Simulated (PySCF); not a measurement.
# C2H6OSSi: electronic excitations at several levels of theory

Aim: compute the electronic excitations of C2H6OSSi (`O=S1C[SiH2]C1`) at several levels, and see how far they spread and what each costs.

The runs use PySCF 2.14.0, with density-fitted response routines of our own; the level of theory stands in each step. All values are computed, except where a source is named. Atoms are numbered from 0 throughout.

## Step 1: Starting geometry

11 atoms, charge 0, multiplicity 1; geometry from: PBE0-D3(BJ)/def2-SVP.

Bonds of the start (Å): O0–S1 1.50, S1–C2 1.86, C2–Si3 1.90, Si3–C4 1.90, C4–S1 1.87, C2–H5 1.10, C2–H6 1.10, Si3–H7 1.49, Si3–H8 1.49, C4–H9 1.10, C4–H10 1.10.

## Step 2: Ultraviolet spectrum: LDA/def2-SVPD

Job settings and geometry (Å):

```
{"job": {"kind": "uv", "xc": "LDA", "basis": "def2-SVPD", "ip": true}, "charge": 0, "multiplicity": 1}
O      0.331316    -1.357894     1.694351
S      0.537031    -1.327160     0.208841
C     -0.977338    -0.484747    -0.479969
Si    -0.217090     1.219752    -0.144372
C      1.427708     0.276396    -0.128432
H     -1.080720    -0.725176    -1.551081
H     -1.853049    -0.852480     0.071905
H     -0.378295     2.226980    -1.236556
H     -0.603762     1.832790     1.154187
H      1.924147     0.227616    -1.111649
H      2.176272     0.423148     0.662185
```

Level: TDDFT LDA/def2-SVPD, vertical, gas phase, core orbitals frozen in the response.

The run is started by

```
$ OMP_NUM_THREADS=1 python probes_run.py task.json out
```

One launch serves the whole session: the jobs run in the order shown.

The log of the run:

```text
coarse grid: 10232 points
cycle   1  E = -838.2491548976  dE =  6.391e-01  |g| = 9.585e-01  |ddm| = 4.206e+00
cycle   2  E = -835.4011494579  dE =  2.848e+00  |g| = 3.281e+00  |ddm| = 4.952e+00
cycle   3  E = -838.3285008801  dE = -2.927e+00  |g| = 6.586e-01  |ddm| = 4.690e+00
cycle   4  E = -838.4276300879  dE = -9.913e-02  |g| = 3.069e-01  |ddm| = 1.114e+00
cycle   5  E = -838.4510178186  dE = -2.339e-02  |g| = 5.024e-02  |ddm| = 3.961e-01
cycle   6  E = -838.4516767993  dE = -6.590e-04  |g| = 2.138e-02  |ddm| = 9.577e-02
cycle   7  E = -838.4517738246  dE = -9.703e-05  |g| = 7.215e-03  |ddm| = 2.951e-02
cycle   8  E = -838.4517865709  dE = -1.275e-05  |g| = 2.074e-03  |ddm| = 9.854e-03
cycle   9  E = -838.4517873894  dE = -8.185e-07  |g| = 7.941e-04  |ddm| = 2.472e-03
final grid: 89528 points
cycle  10  E = -838.5659326225  dE = -1.790e-05  |g| = 3.531e-03  |ddm| = 5.629e-02
cycle  11  E = -838.5659105739  dE =  2.205e-05  |g| = 1.049e-02  |ddm| = 1.349e-02
cycle  12  E = -838.5659350625  dE = -2.449e-05  |g| = 1.231e-03  |ddm| = 1.098e-02
cycle  13  E = -838.5659353595  dE = -2.970e-07  |g| = 3.452e-04  |ddm| = 1.309e-03
cycle  14  E = -838.5659353946  dE = -3.510e-08  |g| = 4.335e-05  |ddm| = 5.712e-04
cycle  15  E = -838.5659353953  dE = -6.376e-10  |g| = 1.063e-05  |ddm| = 1.028e-04
converged SCF energy = -838.5659353953

Static polarisability (au): isotropic 77.229, principal 69.586 73.090 89.010

Singlet excitations
state   eV       nm        f      main configurations
  1   4.0793    303.9   0.00566   H->L 0.99
  2   4.8065    258.0   0.00388   H->L+1 0.94
  3   5.2150    237.7   0.00778   H->L+2 0.85, H-1->L 0.10
  4   5.3230    232.9   0.01694   H-1->L 0.57, H->L+3 0.27, H->L+2 0.12
  5   5.5509    223.4   0.01055   H->L+3 0.62, H-1->L 0.20, H->L+4 0.12
  6   5.8154    213.2   0.00000   H-1->L+1 0.94
  7   5.8375    212.4   0.01978   H->L+4 0.83
  8   6.0974    203.3   0.00462   H->L+5 0.87
  9   6.2796    197.4   0.00171   H-1->L+2 0.93
 10   6.4263    192.9   0.03796   H->L+6 0.77, H->L+7 0.19

Triplet excitations (Tamm-Dancoff, eV): 3.7837 4.4716 4.8279 5.0192
Vertical ionisation energy (delta-SCF) = 8.7279 eV
Vertical electron affinity (delta-SCF) = -0.5281 eV
```

It took 56 s on 1 thread of Arm Neoverse V1, shared host; peak memory 0.47 GiB.

Frontier orbitals and where they lie:

```csv
orbital,eV,atoms
HOMO−3,-8.30,"O0 30 %, Si3 15 %, S1 15 %"
HOMO−2,-8.20,"C2 29 %, C4 28 %, Si3 23 %"
HOMO−1,-6.67,"O0 65 %, S1 11 %, C4 10 %"
HOMO,-5.59,"O0 47 %, S1 28 %, C2 8 %"
LUMO,-1.66,"S1 27 %, Si3 23 %, C4 12 %"
LUMO+1,-0.95,"S1 36 %, Si3 14 %, C2 13 %"
LUMO+2,-0.46,"S1 26 %, Si3 14 %, C2 12 %"
```

With each of the 10 states as a Gaussian band of 0.4 eV half-width at 1/e, the curve within the window shown has maxima at 302 nm (ε 240), 223 nm (ε 1,600), 195 nm (ε 1,800) L/(mol cm). Beyond the last state computed it falls off for lack of states. The curve at chosen wavelengths:

nm, ε (L/mol/cm) and a bar:
```
      184        917 ###############
      191       1701 ############################
      198       1798 ##############################
      205       1583 ##########################
      212       1535 ##########################
      218       1581 ##########################
      225       1604 ###########################
      232       1493 #########################
      239       1219 ####################
      246        871 ##############
      253        568 #########
      260        361 ######
      267        242 ####
      273        194 ###
      280        183 ###
      287        200 ###
      294        223 ###
      301        236 ####
      308        228 ###
      315        201 ###
      322        164 ##
      328        129 ##
      335         92 #
      342         62 #
      349         40 
      356         24
```

Further results of this job:

```csv
property,computed
dipole moment (D),3.66
polarisability (Å³),11.44
HOMO–LUMO gap (eV),3.92
−ε(HOMO) (eV),5.59
```

## Step 3: TDDFT and polarisability: PBE/def2-SVPD

The job, as its differences from that of step 2:

```diff
@@ -1,2 +1,2 @@
-{"job": {"kind": "uv", "xc": "LDA", "basis": "def2-SVPD", "ip": true}, "charge": 0, "multiplicity": 1}
+{"job": {"kind": "uv", "xc": "PBE", "basis": "def2-SVPD", "ip": true}, "charge": 0, "multiplicity": 1}
 O      0.331316    -1.357894     1.694351
```

Level: TDDFT PBE/def2-SVPD, vertical, gas phase, core orbitals frozen in the response.

The log of the run:

```text
coarse grid: 10232 points
cycle   1  E = -841.5187829393  dE =  6.419e-01  |g| = 9.663e-01  |ddm| = 4.206e+00
cycle   2  E = -838.5602156365  dE =  2.959e+00  |g| = 3.308e+00  |ddm| = 5.519e+00
cycle   3  E = -841.6052609130  dE = -3.045e+00  |g| = 6.421e-01  |ddm| = 5.300e+00
cycle   4  E = -841.6989741634  dE = -9.371e-02  |g| = 3.084e-01  |ddm| = 1.140e+00
cycle   5  E = -841.7230397032  dE = -2.407e-02  |g| = 5.148e-02  |ddm| = 4.167e-01
cycle   6  E = -841.7237395378  dE = -6.998e-04  |g| = 2.147e-02  |ddm| = 1.032e-01
cycle   7  E = -841.7238417444  dE = -1.022e-04  |g| = 7.058e-03  |ddm| = 3.090e-02
cycle   8  E = -841.7238537932  dE = -1.205e-05  |g| = 2.085e-03  |ddm| = 9.933e-03
cycle   9  E = -841.7238546960  dE = -9.028e-07  |g| = 7.351e-04  |ddm| = 2.674e-03
final grid: 89528 points
cycle  10  E = -841.8547599302  dE =  3.180e-05  |g| = 1.808e-02  |ddm| = 7.539e-02
cycle  11  E = -841.8541702196  dE =  5.897e-04  |g| = 5.337e-02  |ddm| = 7.472e-02
cycle  12  E = -841.8548265975  dE = -6.564e-04  |g| = 6.968e-03  |ddm| = 5.857e-02
cycle  13  E = -841.8548371870  dE = -1.059e-05  |g| = 8.003e-04  |ddm| = 6.657e-03
cycle  14  E = -841.8548373987  dE = -2.117e-07  |g| = 1.361e-04  |ddm| = 1.521e-03
cycle  15  E = -841.8548374039  dE = -5.229e-09  |g| = 3.072e-05  |ddm| = 2.636e-04
cycle  16  E = -841.8548374042  dE = -2.792e-10  |g| = 1.043e-05  |ddm| = 6.137e-05
converged SCF energy = -841.8548374042

Static polarisability (au): isotropic 76.415, principal 68.767 72.335 88.142

Singlet excitations
state   eV       nm        f      main configurations
  1   4.1036    302.1   0.00639   H->L 0.99
  2   4.8358    256.4   0.00411   H->L+1 0.95
  3   5.2141    237.8   0.01000   H->L+2 0.77, H-1->L 0.18
  4   5.3346    232.4   0.01470   H-1->L 0.45, H->L+3 0.32, H->L+2 0.17
  5   5.5331    224.1   0.01091   H->L+3 0.59, H-1->L 0.21, H->L+4 0.14
  6   5.8042    213.6   0.02098   H->L+4 0.80
  7   5.8355    212.5   0.00002   H-1->L+1 0.96
  8   6.1257    202.4   0.00388   H->L+5 0.88
  9   6.2490    198.4   0.00453   H-1->L+2 0.97
 10   6.3334    195.8   0.02325   H->L+6 0.93

Triplet excitations (Tamm-Dancoff, eV): 3.7513 4.4473 4.7808 5.0100
Vertical ionisation energy (delta-SCF) = 8.5372 eV
Vertical electron affinity (delta-SCF) = -0.6681 eV
```

It took 76 s on 1 thread of Arm Neoverse V1, shared host; peak memory 0.63 GiB.

This run: HOMO -5.44 eV, LUMO -1.48 eV; lowest singlet 4.10 eV.

## Step 4: Ultraviolet spectrum: B3LYP/def2-SVPD

The job, as its differences from that of step 3:

```diff
@@ -1,2 +1,2 @@
-{"job": {"kind": "uv", "xc": "PBE", "basis": "def2-SVPD", "ip": true}, "charge": 0, "multiplicity": 1}
+{"job": {"kind": "uv", "xc": "B3LYP", "basis": "def2-SVPD", "ip": true}, "charge": 0, "multiplicity": 1}
 O      0.331316    -1.357894     1.694351
```

With the program's defaults for keys left out, this is: TDDFT B3LYP/def2-SVPD, vertical, gas phase, core orbitals frozen in the response.

The log of the run:

```text
coarse grid: 10232 points
cycle   1  E = -842.1124056924  dE =  6.791e-01  |g| = 8.979e-01  |ddm| = 4.146e+00
cycle   2  E = -840.7870298013  dE =  1.325e+00  |g| = 2.545e+00  |ddm| = 3.355e+00
cycle   3  E = -842.2565584073  dE = -1.470e+00  |g| = 3.213e-01  |ddm| = 2.851e+00
cycle   4  E = -842.2767599592  dE = -2.020e-02  |g| = 1.775e-01  |ddm| = 5.710e-01
cycle   5  E = -842.2849615196  dE = -8.202e-03  |g| = 2.003e-02  |ddm| = 2.266e-01
cycle   6  E = -842.2850689169  dE = -1.074e-04  |g| = 5.475e-03  |ddm| = 4.174e-02
cycle   7  E = -842.2850776488  dE = -8.732e-06  |g| = 8.150e-04  |ddm| = 1.105e-02
final grid: 89528 points
cycle   8  E = -842.3902830505  dE = -1.249e-05  |g| = 5.245e-03  |ddm| = 5.052e-02
cycle   9  E = -842.3902599424  dE =  2.311e-05  |g| = 1.143e-02  |ddm| = 1.596e-02
cycle  10  E = -842.3902891653  dE = -2.922e-05  |g| = 1.231e-03  |ddm| = 1.126e-02
cycle  11  E = -842.3902894901  dE = -3.248e-07  |g| = 1.269e-04  |ddm| = 1.170e-03
cycle  12  E = -842.3902894946  dE = -4.552e-09  |g| = 4.651e-05  |ddm| = 2.928e-04
cycle  13  E = -842.3902894953  dE = -6.221e-10  |g| = 1.245e-05  |ddm| = 9.132e-05
converged SCF energy = -842.3902894953

Static polarisability (au): isotropic 74.098, principal 66.735 70.494 85.064

Singlet excitations
state   eV       nm        f      main configurations
  1   4.5481    272.6   0.00977   H->L 0.99
  2   5.2901    234.4   0.00629   H->L+1 0.86
  3   5.7061    217.3   0.01616   H->L+2 0.61, H->L+3 0.21, H->L+1 0.11
  4   5.8639    211.4   0.01812   H-1->L 0.55, H->L+3 0.34
  5   6.1196    202.6   0.02034   H->L+3 0.36, H->L+2 0.29, H-1->L 0.25
  6   6.3316    195.8   0.00003   H-1->L+1 0.79, H-1->L+2 0.10, H-1->L+3 0.08
  7   6.3693    194.7   0.01763   H->L+4 0.88
  8   6.6848    185.5   0.00598   H->L+5 0.82, H-1->L+3 0.09
  9   6.8103    182.1   0.00041   H-1->L+2 0.61, H-1->L+1 0.18, H-1->L+3 0.14
 10   6.8733    180.4   0.03609   H->L+6 0.95

Triplet excitations (Tamm-Dancoff, eV): 4.1076 4.7909 5.2216 5.4795
Vertical ionisation energy (delta-SCF) = 8.6937 eV
```

Run time: 49 s. Hardware: 1 thread of Arm Neoverse V1, shared host; peak memory 0.75 GiB.

In short: HOMO -6.48 eV, LUMO -0.88 eV; lowest singlet 4.55 eV.

## Step 5: TDDFT and polarisability: PBE0/def2-SVPD

The job, as its differences from that of step 4:

```diff
@@ -1,2 +1,2 @@
-{"job": {"kind": "uv", "xc": "B3LYP", "basis": "def2-SVPD", "ip": true}, "charge": 0, "multiplicity": 1}
+{"job": {"kind": "uv", "xc": "PBE0", "basis": "def2-SVPD", "ip": true}, "charge": 0, "multiplicity": 1}
 O      0.331316    -1.357894     1.694351
```

Level: TDDFT PBE0/def2-SVPD, vertical, gas phase, core orbitals frozen in the response.

The log of the run:

```text
coarse grid: 10232 points
cycle   1  E = -841.6758791279  dE =  6.751e-01  |g| = 8.262e-01  |ddm| = 4.061e+00
cycle   2  E = -840.7980627419  dE =  8.778e-01  |g| = 2.152e+00  |ddm| = 2.937e+00
cycle   3  E = -841.8080492958  dE = -1.010e+00  |g| = 2.346e-01  |ddm| = 2.367e+00
cycle   4  E = -841.8186591461  dE = -1.061e-02  |g| = 1.271e-01  |ddm| = 4.251e-01
cycle   5  E = -841.8229202116  dE = -4.261e-03  |g| = 1.295e-02  |ddm| = 1.713e-01
cycle   6  E = -841.8229657391  dE = -4.553e-05  |g| = 3.266e-03  |ddm| = 2.794e-02
cycle   7  E = -841.8229690809  dE = -3.342e-06  |g| = 5.020e-04  |ddm| = 7.304e-03
final grid: 89528 points
cycle   8  E = -841.9216898770  dE = -4.651e-06  |g| = 9.779e-03  |ddm| = 5.335e-02
cycle   9  E = -841.9216306969  dE =  5.918e-05  |g| = 1.877e-02  |ddm| = 2.998e-02
cycle  10  E = -841.9217116401  dE = -8.094e-05  |g| = 2.437e-03  |ddm| = 2.026e-02
cycle  11  E = -841.9217129004  dE = -1.260e-06  |g| = 2.107e-04  |ddm| = 2.394e-03
cycle  12  E = -841.9217129135  dE = -1.311e-08  |g| = 5.819e-05  |ddm| = 4.453e-04
cycle  13  E = -841.9217129145  dE = -9.622e-10  |g| = 1.370e-05  |ddm| = 1.301e-04
converged SCF energy = -841.9217129145

Static polarisability (au): isotropic 73.314, principal 65.974 69.793 84.174

Singlet excitations
state   eV       nm        f      main configurations
  1   4.6780    265.0   0.01016   H->L 0.98
  2   5.3876    230.1   0.00713   H->L+1 0.82, H->L+3 0.09
  3   5.9023    210.1   0.01594   H->L+2 0.51, H->L+3 0.31, H->L+1 0.15
  4   6.0487    205.0   0.02237   H-1->L 0.65, H->L+3 0.20
  5   6.3724    194.6   0.02124   H->L+3 0.36, H->L+2 0.34, H-1->L 0.21
  6   6.4640    191.8   0.00000   H-1->L+1 0.76, H-1->L+2 0.11, H-1->L+3 0.10
  7   6.5579    189.1   0.01642   H->L+4 0.89
  8   6.8670    180.6   0.00668   H->L+5 0.79
  9   7.0731    175.3   0.00002   H-1->L+2 0.50, H-1->L+1 0.20, H-1->L+3 0.19
 10   7.1037    174.5   0.03612   H->L+6 0.96

Triplet excitations (Tamm-Dancoff, eV): 4.1645 4.8053 5.3416 5.6252
Vertical ionisation energy (delta-SCF) = 8.6804 eV
```

It took 48 s on 1 thread of Arm Neoverse V1, shared host; peak memory 0.75 GiB.

In short: HOMO -6.70 eV, LUMO -0.66 eV; lowest singlet 4.68 eV.

## Step 6: TDDFT and polarisability: BHandHLYP/def2-SVPD

The job, as its differences from that of step 5:

```diff
@@ -1,2 +1,2 @@
-{"job": {"kind": "uv", "xc": "PBE0", "basis": "def2-SVPD", "ip": true}, "charge": 0, "multiplicity": 1}
+{"job": {"kind": "uv", "xc": "BHandHLYP", "basis": "def2-SVPD", "ip": true}, "charge": 0, "multiplicity": 1}
 O      0.331316    -1.357894     1.694351
```

Level: TDDFT BHandHLYP/def2-SVPD, vertical, gas phase, core orbitals frozen in the response.

The log of the run:

```text
coarse grid: 10232 points
cycle   1  E = -842.0463633827  dE =  7.492e-01  |g| = 7.864e-01  |ddm| = 3.982e+00
cycle   2  E = -841.7695227740  dE =  2.768e-01  |g| = 1.410e+00  |ddm| = 2.090e+00
cycle   3  E = -842.1817223942  dE = -4.122e-01  |g| = 1.014e-01  |ddm| = 1.380e+00
cycle   4  E = -842.1836524729  dE = -1.930e-03  |g| = 5.563e-02  |ddm| = 1.830e-01
cycle   5  E = -842.1844653735  dE = -8.129e-04  |g| = 7.571e-03  |ddm| = 8.194e-02
cycle   6  E = -842.1844829001  dE = -1.753e-05  |g| = 1.829e-03  |ddm| = 1.395e-02
cycle   7  E = -842.1844840640  dE = -1.164e-06  |g| = 4.102e-04  |ddm| = 4.794e-03
final grid: 89528 points
cycle   8  E = -842.2521742144  dE = -7.582e-06  |g| = 1.569e-03  |ddm| = 3.090e-02
cycle   9  E = -842.2521740630  dE =  1.514e-07  |g| = 1.857e-03  |ddm| = 4.704e-03
cycle  10  E = -842.2521748928  dE = -8.298e-07  |g| = 3.086e-04  |ddm| = 2.139e-03
cycle  11  E = -842.2521749103  dE = -1.747e-08  |g| = 1.221e-04  |ddm| = 3.816e-04
cycle  12  E = -842.2521749140  dE = -3.795e-09  |g| = 1.975e-05  |ddm| = 1.862e-04
cycle  13  E = -842.2521749142  dE = -1.369e-10  |g| = 5.444e-06  |ddm| = 4.643e-05
converged SCF energy = -842.2521749142

Static polarisability (au): isotropic 71.177, principal 64.077 68.196 81.258

Singlet excitations
state   eV       nm        f      main configurations
  1   5.1455    241.0   0.01597   H->L 0.92
  2   5.8153    213.2   0.01078   H->L+3 0.35, H->L+1 0.24, H->L+2 0.24
  3   6.3713    194.6   0.02579   H->L+1 0.67, H->L+3 0.15
  4   6.6766    185.7   0.02462   H-1->L 0.56, H->L+2 0.15
  5   6.9509    178.4   0.00004   H-1->L+3 0.42, H-1->L+2 0.25, H-1->L+1 0.15
  6   6.9888    177.4   0.03915   H->L+2 0.53, H-1->L 0.27, H->L+3 0.11
  7   7.1839    172.6   0.01345   H->L+4 0.68, H->L+3 0.17
  8   7.4997    165.3   0.00809   H->L+5 0.39, H->L+8 0.30
  9   7.6317    162.5   0.00092   H->L+8 0.40, H-1->L+1 0.33, H->L+5 0.11
 10   7.6466    162.1   0.03441   H->L+6 0.71, H->L+4 0.14, H->L+3 0.09

Triplet excitations (Tamm-Dancoff, eV): 4.5246 5.1385 5.8301 6.1221
Vertical ionisation energy (delta-SCF) = 8.6280 eV
```

Wall time 31 s (1 thread of Arm Neoverse V1, shared host); peak memory 0.75 GiB.

In short: HOMO -7.87 eV, LUMO 0.13 eV; lowest singlet 5.15 eV.

## Step 7: TDDFT and polarisability: CAM-B3LYP/def2-SVPD

The job, as its differences from that of step 6:

```diff
@@ -1,2 +1,2 @@
-{"job": {"kind": "uv", "xc": "BHandHLYP", "basis": "def2-SVPD", "ip": true}, "charge": 0, "multiplicity": 1}
+{"job": {"kind": "uv", "xc": "CAM-B3LYP", "basis": "def2-SVPD", "ip": true}, "charge": 0, "multiplicity": 1}
 O      0.331316    -1.357894     1.694351
```

Level: TDDFT CAM-B3LYP/def2-SVPD, vertical, gas phase, core orbitals frozen in the response.

The log of the run:

```text
coarse grid: 10232 points
cycle   1  E = -842.0267570252  dE =  7.589e-01  |g| = 8.510e-01  |ddm| = 4.038e+00
cycle   2  E = -841.5917797060  dE =  4.350e-01  |g| = 1.703e+00  |ddm| = 2.319e+00
cycle   3  E = -842.1810456904  dE = -5.893e-01  |g| = 1.206e-01  |ddm| = 1.576e+00
cycle   4  E = -842.1836905716  dE = -2.645e-03  |g| = 6.822e-02  |ddm| = 2.257e-01
cycle   5  E = -842.1848811925  dE = -1.191e-03  |g| = 8.493e-03  |ddm| = 9.321e-02
cycle   6  E = -842.1849035299  dE = -2.234e-05  |g| = 2.066e-03  |ddm| = 1.683e-02
cycle   7  E = -842.1849051760  dE = -1.646e-06  |g| = 4.327e-04  |ddm| = 6.049e-03
final grid: 89528 points
cycle   8  E = -842.2916084185  dE = -1.251e-05  |g| = 2.207e-03  |ddm| = 2.996e-02
cycle   9  E = -842.2916075517  dE =  8.668e-07  |g| = 3.056e-03  |ddm| = 6.044e-03
cycle  10  E = -842.2916096328  dE = -2.081e-06  |g| = 4.673e-04  |ddm| = 3.107e-03
cycle  11  E = -842.2916096734  dE = -4.057e-08  |g| = 1.297e-04  |ddm| = 5.167e-04
cycle  12  E = -842.2916096778  dE = -4.362e-09  |g| = 2.270e-05  |ddm| = 2.324e-04
cycle  13  E = -842.2916096779  dE = -1.721e-10  |g| = 5.287e-06  |ddm| = 5.568e-05
converged SCF energy = -842.2916096779

Static polarisability (au): isotropic 72.775, principal 65.730 69.421 83.175

Singlet excitations
state   eV       nm        f      main configurations
  1   4.9266    251.7   0.01350   H->L 0.92
  2   5.5424    223.7   0.00825   H->L+1 0.41, H->L+3 0.28, H->L+2 0.19
  3   6.1202    202.6   0.02239   H->L+1 0.52, H->L+3 0.22
  4   6.3684    194.7   0.02889   H-1->L 0.64, H->L+2 0.10
  5   6.6199    187.3   0.00002   H-1->L+3 0.34, H-1->L+1 0.32, H-1->L+2 0.23
  6   6.7392    184.0   0.03099   H->L+2 0.57, H->L+3 0.17, H-1->L 0.17
  7   6.8763    180.3   0.01689   H->L+4 0.68, H->L+3 0.13
  8   7.1900    172.4   0.00539   H->L+8 0.47, H->L+6 0.22, H-3->L 0.09
  9   7.3145    169.5   0.00005   H-1->L+1 0.30, H->L+8 0.26, H->L+6 0.19
 10   7.3750    168.1   0.02190   H->L+5 0.77, H->L+4 0.09

Triplet excitations (Tamm-Dancoff, eV): 4.3609 4.9451 5.5615 5.8555
Vertical ionisation energy (delta-SCF) = 8.7793 eV
```

It took 57 s on 1 thread of Arm Neoverse V1, shared host; peak memory 0.84 GiB.

Key values: HOMO -8.01 eV, LUMO 0.28 eV; lowest singlet 4.93 eV.

## Step 8: Ultraviolet spectrum: wB97X-D/def2-SVPD

The job, as its differences from that of step 7:

```diff
@@ -1,2 +1,2 @@
-{"job": {"kind": "uv", "xc": "CAM-B3LYP", "basis": "def2-SVPD", "ip": true}, "charge": 0, "multiplicity": 1}
+{"job": {"kind": "uv", "xc": "wB97X-D", "basis": "def2-SVPD", "ip": true}, "charge": 0, "multiplicity": 1}
 O      0.331316    -1.357894     1.694351
```

Level: TDDFT wB97X-D/def2-SVPD, vertical, gas phase, core orbitals frozen in the response.

The log of the run:

```text
coarse grid: 10232 points
cycle   1  E = -842.0314632732  dE =  7.715e-01  |g| = 8.574e-01  |ddm| = 3.996e+00
cycle   2  E = -841.7071611248  dE =  3.243e-01  |g| = 1.557e+00  |ddm| = 2.271e+00
cycle   3  E = -842.1921902574  dE = -4.850e-01  |g| = 8.263e-02  |ddm| = 1.444e+00
cycle   4  E = -842.1936116368  dE = -1.421e-03  |g| = 4.678e-02  |ddm| = 1.735e-01
cycle   5  E = -842.1941704445  dE = -5.588e-04  |g| = 7.077e-03  |ddm| = 7.444e-02
cycle   6  E = -842.1941891830  dE = -1.874e-05  |g| = 1.948e-03  |ddm| = 1.571e-02
cycle   7  E = -842.1941908745  dE = -1.692e-06  |g| = 4.241e-04  |ddm| = 6.574e-03
final grid: 89528 points
cycle   8  E = -842.2969983839  dE = -5.904e-05  |g| = 2.876e-03  |ddm| = 9.209e-02
cycle   9  E = -842.2969996970  dE = -1.313e-06  |g| = 2.140e-03  |ddm| = 1.211e-02
cycle  10  E = -842.2970005750  dE = -8.780e-07  |g| = 9.841e-04  |ddm| = 3.170e-03
cycle  11  E = -842.2970007707  dE = -1.957e-07  |g| = 2.743e-04  |ddm| = 1.135e-03
cycle  12  E = -842.2970007906  dE = -1.995e-08  |g| = 7.438e-05  |ddm| = 5.516e-04
cycle  13  E = -842.2970007928  dE = -2.179e-09  |g| = 1.731e-05  |ddm| = 1.922e-04
cycle  14  E = -842.2970007930  dE = -2.142e-10  |g| = 5.484e-06  |ddm| = 5.896e-05
converged SCF energy = -842.2970007930

Static polarisability (au): isotropic 72.530, principal 65.383 69.252 82.957

Singlet excitations
state   eV       nm        f      main configurations
  1   4.9737    249.3   0.01358   H->L 0.93
  2   5.5776    222.3   0.00829   H->L+1 0.57, H->L+3 0.24, H->L+2 0.09
  3   6.2601    198.1   0.01885   H->L+1 0.33, H->L+3 0.30, H->L+2 0.12
  4   6.4377    192.6   0.04851   H-1->L 0.73, H->L+2 0.08
  5   6.6324    186.9   0.00002   H-1->L+1 0.52, H-1->L+3 0.27, H-1->L+2 0.12
  6   6.9871    177.4   0.02969   H->L+2 0.61, H-1->L 0.13, H->L+3 0.12
  7   7.0052    177.0   0.01242   H->L+4 0.76, H->L+3 0.15
  8   7.2669    170.6   0.00519   H->L+7 0.46, H->L+6 0.21, H-3->L 0.12
  9   7.5022    165.3   0.00322   H-1->L+1 0.27, H->L+7 0.20, H-1->L+3 0.15
 10   7.5523    164.2   0.01751   H->L+5 0.81

Triplet excitations (Tamm-Dancoff, eV): 4.4455 5.0263 5.6160 6.0092
Vertical ionisation energy (delta-SCF) = 8.7575 eV
```

Wall time 53 s (1 thread of Arm Neoverse V1, shared host); peak memory 0.8 GiB.

In short: HOMO -8.52 eV, LUMO 1.04 eV; lowest singlet 4.97 eV.

[end of part 1 of 2]
